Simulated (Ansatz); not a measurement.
# O on Ni (Nickel) (111)

This session takes Ni (Nickel) and sets out to cut and relax a (111) slab, then compare the adsorption sites of O.

Method: DFT PBE, scalar-relativistic, plane waves, PAW, in Ansatz 0.2.0.

1 further run of the same task is left out (set aside as unsound or not needed). Runs told in other sessions of the task aren't counted.

### 1 The starting structure

The structure is cubic, space group Fm-3m (No. 225). Conventional cell: a = 3.518 Å, b = 3.518 Å, c = 3.518 Å, α = 90.00°, β = 90.00°, γ = 90.00°. Ni (site symmetry m-3m) is surrounded by 12 Ni at 2.49 Å.

Coordinates:

```cif
data_structure
_symmetry_space_group_name_H-M 'Fm-3m'
_symmetry_Int_Tables_number 225
_cell_length_a 3.5185
_cell_length_b 3.5185
_cell_length_c 3.5185
_cell_angle_alpha 90.000
_cell_angle_beta 90.000
_cell_angle_gamma 90.000
_cell_volume 43.56
loop_
_atom_site_label
_atom_site_type_symbol
_atom_site_symmetry_multiplicity
_atom_site_Wyckoff_symbol
_atom_site_fract_x
_atom_site_fract_y
_atom_site_fract_z
_atom_site_occupancy
Ni1 Ni 4 a 0.00000 0.00000 0.00000 1
```

This cell was relaxed beforehand with the same method: volume 10.89 Å³/atom, gap on the mesh none (metal), site moments up to 0.7 μB.

### 2 The slab

Planes are indexed in the bulk's conventional cell (Fm-3m (No. 225)), a = 3.518 Å, b = 3.518 Å, c = 3.518 Å, α = 90.00°, β = 90.00°, γ = 90.00°.

A (111) slab, 6.1 Å thick as cut, with 17 Å of vacuum; its outer planes are Ni (top) and Ni (bottom).

The slab as cut. Its planes from the bottom up:

| plane | atoms per cell | height over the lowest (Å) |
| --- | --- | --- |
| 1 | Ni3 | 0.00 |
| 2 | Ni3 | 2.03 |
| 3 | Ni3 | 4.06 |
| 4 | Ni3 | 6.09 |

### 3 Relaxing the clean slab

The input, input.yaml:

```yaml
crystal:
  lattice:
    - [4.3092349544, 0.0, 0.0]
    - [-2.1546174772, 3.7319069414, 0.0]
    - [0.0, 0.0, 23.094178516]
  atoms:
    - { symbol: Ni, position: [0.0, 0.3333333333, 0.3680581231], spin: 0.75 }
    - { symbol: Ni, position: [0.3333333333, 0.0, 0.3680581231], spin: 0.75 }
    - { symbol: Ni, position: [0.6666666667, 0.6666666667, 0.3680581231], spin: 0.75 }
    - { symbol: Ni, position: [0.3333333333, 0.3333333333, 0.4560193744], spin: 0.75 }
    - { symbol: Ni, position: [0.6666666667, 0.0, 0.4560193744], spin: 0.75 }
    - { symbol: Ni, position: [0.0, 0.6666666667, 0.4560193744], spin: 0.75 }
    - { symbol: Ni, position: [0.6666666667, 0.3333333333, 0.5439806256], spin: 0.75 }
    - { symbol: Ni, position: [0.0, 0.0, 0.5439806256], spin: 0.75 }
    - { symbol: Ni, position: [0.3333333333, 0.6666666667, 0.5439806256], spin: 0.75 }
    - { symbol: Ni, position: [0.0, 0.3333333333, 0.6319418769], spin: 0.75 }
    - { symbol: Ni, position: [0.3333333333, 0.0, 0.6319418769], spin: 0.75 }
    - { symbol: Ni, position: [0.6666666667, 0.6666666667, 0.6319418769], spin: 0.75 }
basis:
  ecutwfc: 420
kpoints:
  mp_grid: { grid: [9, 9, 1] }
hamiltonian:
  xc: pbe
scf:
  occupations: { method: gaussian, width: 0.1 }
output:
  forces: true
  eigenvalues: true
  populations: true
magnetization:
  spin_polarized: true
relax:
  adjacent_minimum: "off"
  f_tol: 0.03
  max_steps: 70
  constraints: [{ sites: [0, 1, 2, 3, 4, 5] }]
efield:
  axis: 3
  dipole_correction: true
```

Command:

```
> ansatz run input.yaml --threads 4 --pin off --max-ram 10240MiB --backend cpu --events-out ev --progress --plain --runs-dir out
```

Further runs follow: start: O, top (Ni); start: O, hollow (nearest Ni); O put at a bridge (Ni-Ni) site; O put at a hollow over Ni site.

Before running it: what results should come out? Wanted: clean slab: work function; O: lowest end.

As calculated:

| quantity | value |
| --- | --- |
| clean slab: work function | 5.07 eV |
| O: lowest end | E_ads -5.35 eV, from the bridge (Ni-Ni) start, 3 bonded, 1.12 Å high |

What this shows: O binds with 5.35 eV at best, a strong chemical bond when counted from the free atom, not from the element's molecule or solid; the ends span 1.77 eV. On the way to the lowest end the anchoring atom slid 0.7 Å from where it was put. It raises the work function by 0.92 eV, as a dipole layer with its negative end outwards does. A start on a symmetric site keeps its symmetry, so an end may be a saddle point and not a minimum.
